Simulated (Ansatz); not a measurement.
# Cl2F2Si: the cost of one run

The runs use Ansatz 0.2.0, Gaussian basis; the settings change from run to run.

## Step 1: The molecule

An earlier PBE0-D4 in a triple-zeta def2 set relaxation fixed the geometry.

SMILES `F[Si](F)(Cl)Cl`, 5 atoms, charge 0, spin multiplicity 1.

Atoms are counted from 1 here; the program's logs count them from 0.

Bond lengths: F1–Si2 1.571 Å, Si2–F3 1.571 Å, Si2–Cl4 2.007 Å, Si2–Cl5 2.007 Å. Angles: F1–Si2–F3 107.7°, F1–Si2–Cl4 109.3°, F1–Si2–Cl5 109.3°, F3–Si2–Cl4 109.3°, F3–Si2–Cl5 109.3°, Cl4–Si2–Cl5 111.8°.

## Step 2: wB97M-V/aug-cc-pVDZ

This run has unrestricted orbitals, atoms shaken by 0.15 Å.

in.yaml

```yaml
crystal:
  periodic: [false, false, false]
  atoms:
    - {symbol: F, position_ang: [0.001552, -0.289194, 1.821782]}
    - {symbol: Si, position_ang: [0.215288, 0.164063, -0.104893]}
    - {symbol: F, position_ang: [1.014919, -1.310091, -0.314287]}
    - {symbol: Cl, position_ang: [-1.355073, -0.030565, -0.620551]}
    - {symbol: Cl, position_ang: [0.606216, 1.649439, -0.559990]}
basis:
  gaussian: {orbitals: aug-cc-pVDZ}
magnetization: {spin_polarized: true, initial_magnetization: 0}
hamiltonian: {xc: {name: wB97M-V}}
```

Command:

```
> ansatz run in.yaml --threads 2 --pin off --events-out ev --progress --plain --max-ram 22528MiB --backend cpu
```

What time and memory should one allow on 2 threads of AMD EPYC 7R13, shared host?

About 15 s, with a peak of 0.74 GiB.
